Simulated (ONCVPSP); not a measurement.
# Pseudopotential generation for antimony: ONCV, PBE

Do these settings give a usable potential? It is generated, then checked for transferability, scattering, ghosts and hardness.

Method: ONCVPSP 4.0.1, PBE, scalar-relativistic.

### Step 1. The atom and the settings

Typed settings, in words:

| Item | Value |
| --- | --- |
| element | antimony (Sb, Z = 51) |
| type | optimised norm-conserving Vanderbilt (ONCV) |
| frozen core | [Kr] |
| valence charge | 15 |
| reference configuration | 4d10 5s2 5p2 (charge +1) |
| partial waves | 5s: rc 1.90 bohr, ncon 4, nbas 7, qcut 3.3 1/bohr, 2 projectors, debl 1.7 Ha; 5p: rc 2.15 bohr, ncon 4, nbas 8, qcut 3.7 1/bohr, 2 projectors, debl 3.9 Ha; 4d: rc 1.15 bohr, ncon 3, nbas 7, qcut 13.8 1/bohr, 2 projectors, debl 3.4 Ha |
| local potential | polynomial inside 0.80 bohr (lpopt 3, dvloc0 3 Ha) |
| core correction | not asked for |

The outer shells as boxes (Hund's rule for the drawing; the calculation is spin-unpolarised):

```
[Kr] core
4d [↑↓][↑↓][↑↓][↑↓][↑↓]
5s [↑↓]
5p [↑ ][↑ ][  ]
```

An earlier all-electron run gives the scale for the radii.

All-electron outer shells of the reference configuration (PBE, scalar-relativistic, ld1.x):

```
shell  level (eV)  outermost node (bohr)  outermost maximum (bohr)
   4s     -157.36                   0.39                      0.73
   4p     -110.31                   0.39                      0.76
   4d      -42.01                   0.38                      0.84
   5s      -20.64                   0.95                      1.88
   5p      -11.99                   1.04                      2.24
```

### Step 2. Generation

Input file Sb.dat:

```
# ATOM AND REFERENCE CONFIGURATION
# atsym  z   nc   nv     iexc    psfile
  Sb 51.00    8    3        4      upf
#
#   n    l    f
    1    0    2.00
    2    0    2.00
    2    1    6.00
    3    0    2.00
    3    1    6.00
    3    2   10.00
    4    0    2.00
    4    1    6.00
    4    2   10.00
    5    0    2.00
    5    1    2.00
#
# PSEUDOPOTENTIAL AND OPTIMIZATION
# lmax
    2
#
#   l,   rc,      ep,       ncon, nbas, qcut
    0    1.90    0.00    4    7    3.30
    1    2.15    0.00    4    8    3.70
    2    1.15    0.00    3    7   13.80
#
# LOCAL POTENTIAL
# lloc, lpopt,  rc(5),   dvloc0
    4    3    0.80    3.00
#
# VANDERBILT-KLEINMAN-BYLANDER PROJECTORs
# l, nproj, debl
    0    2    1.70
    1    2    3.90
    2    2    3.40
#
# MODEL CORE CHARGE
# icmod, fcfact, rcfact
    0    0.00    0.00
#
# LOG DERIVATIVE ANALYSIS
# epsh1, epsh2, depsh
   -3.00    5.00    0.02
#
# OUTPUT GRID
# rlmax, drl
    6.00    0.01
#
# TEST CONFIGURATIONS
# ncnf
    4
# nvcnf
#   n    l    f
    3
    4    2   10.00
    5    0    2.00
    5    1    3.00
#
    3
    4    2   10.00
    5    0    2.00
    5    1    1.00
#
    3
    4    2   10.00
    5    0    2.00
    5    1    0.00
#
    3
    4    2   10.00
    5    0    1.00
    5    1    3.00
#
```

The run is started by

```sh
$ oncvpsp.x < Sb.dat > Sb.out
```

**Question.** What will these runs give? Wanted: cutoffs for 1 and 0.1 mHa per electron, occupied waves; bound ghosts; GHOST(+) flags; largest test error; largest phase difference near zero energy, channels read.

**Answer**, as computed:

```
                                                quantity                            value
  cutoffs for 1 and 0.1 mHa per electron, occupied waves                  51 Ha and 61 Ha
                                            bound ghosts  s at -240.12 eV, p at -28.01 eV
                                          GHOST(+) flags               none at low energy
                            largest test error (AE − PS)       -3.3 meV, for 4d10 5s2 5p1
largest phase difference near zero energy, channels read                        0.000 rad
```

In words: A bound ghost (s, p) makes it unfit for use: electrons can fall into a state that the atom doesn't have. The worst unpolarised test, 4d10 5s2 5p1, is off by 3.3 meV on 16.0 eV; by total energies transferability rates as very good. Atomic tests can pass in spite of a ghost, since they solve only for the levels asked. The potential is hard: the looser tolerance needs 51 Ha. At the looser tolerance the 4d wave is the slowest; 5s needs 13 Ha. Near zero energy the phases of the channels with partial waves agree within 0.001 rad. The pseudo curves have a pole with no partner nearby in the atom's: p at -1.03 Ha.
